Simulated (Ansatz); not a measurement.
**WOF₄: one species, many methods**

One table from this session's results is given with a row withheld; the runs are named, their logs left out.

The runs use Ansatz 0.2.0, Gaussian basis; functionals in def2-TZVPP, the program's frozen cores in correlated methods.

The runs, in order: LDA (SPW92), PBE-D4, revPBE-D4, BLYP-D4, r2SCAN-D4, B97M-V, PBE0-D4, B3LYP-D4, r2SCANh-D4, r2SCAN0-D4, HSE06-D4, BHLYP-D4, CAM-B3LYP-D4, LC-ωPBE, ωB97X-V, ωB97M-V, B2PLYP, PBE-QIDH; CCSD(T)/def2-SVP; CCSD(T)/def2-TZVPP; MP2/def2-QZVPP; extrapolation to the limit; RPA on PBE.

1 further run of the same task is left out (for a known fault of the program).

### The geometry

An earlier PBE0-D4 in a triple-zeta def2 set relaxation fixed the geometry. W takes the def2 core potential; no spin-orbit term is included.

SMILES `[O]=[W]([F])([F])([F])[F]`, 6 atoms, charge 0, spin multiplicity 1.

Atoms are counted from 1 here; the program's logs count them from 0.

Bond lengths: O1–W2 1.670 Å, W2–F3 1.848 Å, W2–F4 1.848 Å, W2–F5 1.848 Å, W2–F6 1.848 Å. Angles: O1–W2–F3 105.2°, O1–W2–F4 105.0°, O1–W2–F5 105.2°, O1–W2–F6 105.0°, F3–W2–F4 86.1°, F3–W2–F5 149.6°, F3–W2–F6 86.1°, F4–W2–F5 86.1°, F4–W2–F6 150.0°, F5–W2–F6 86.1°.

Set-up of the first run:

The input, in.yaml:

```yaml
crystal:
  periodic: [false, false, false]
  atoms:
    - {symbol: O, position_ang: [-1.647035, -0.363582, -0.280605]}
    - {symbol: W, position_ang: [-0.034216, -0.019478, -0.014500]}
    - {symbol: F, position_ang: [-0.012156, 1.089313, 1.463324]}
    - {symbol: F, position_ang: [0.299515, 1.503985, -1.005544]}
    - {symbol: F, position_ang: [0.880422, -0.928404, -1.337763]}
    - {symbol: F, position_ang: [0.555368, -1.345935, 1.128887]}
basis:
  gaussian: {orbitals: def2-TZVPP}
hamiltonian: {xc: lda}
output: {orbitals: {seedname: orbitals}}
```

Launch:

```bash
$ ansatz run in.yaml --threads 2 --pin off --events-out ev --progress --plain --max-ram 32768MiB --backend cpu
```

Among the steps run: LDA; PBE-D4 (GGA); revPBE-D4 (GGA); BLYP-D4 (GGA); r2SCAN-D4 (meta-GGA); B97M-V (meta-GGA); B3LYP-D4 (hybrid); r2SCANh-D4 (hybrid); r2SCAN0-D4 (hybrid); HSE06-D4 (hybrid); BHLYP-D4 (hybrid); CAM-B3LYP-D4 (range-separated); LC-ωPBE (range-separated); ωB97X-V (range-separated); ωB97M-V (range-separated); B2PLYP (double hybrid); PBE-QIDH (double hybrid).

One of the session's tables, all rows but one given; the rest of the session is left out.

It belongs to the step «Frontier levels by functional». 

```
  functional  HOMO (eV)  LUMO (eV)  gap (eV)
 LDA (SPW92)     -10.10      -4.98      5.12
      PBE-D4      -9.82      -4.67      5.15
   revPBE-D4      -9.72      -4.55      5.17
     BLYP-D4      -9.73      -4.61      5.12
   r2SCAN-D4     -10.29      -4.68      5.61
      B97M-V     -10.36      -4.64      5.71
     PBE0-D4          ?          ?         ?
    B3LYP-D4     -11.37      -4.23      7.14
  r2SCANh-D4     -10.97      -4.40      6.57
  r2SCAN0-D4     -11.99      -3.96      8.02
    HSE06-D4     -11.24      -4.35      6.89
    BHLYP-D4     -13.40      -3.12     10.28
CAM-B3LYP-D4     -13.17      -2.86     10.31
     LC-ωPBE     -14.46      -1.51     12.95
     ωB97X-V     -14.12      -1.62     12.50
     ωB97M-V     -14.06      -1.65     12.41
```

**Question.** Estimate the row for PBE0-D4.

As computed: HOMO (eV): -11.65; LUMO (eV): -3.97; gap (eV): 7.68. In the column «HOMO (eV)» it lies between r2SCAN0-D4 (-11.99) and B3LYP-D4 (-11.37).
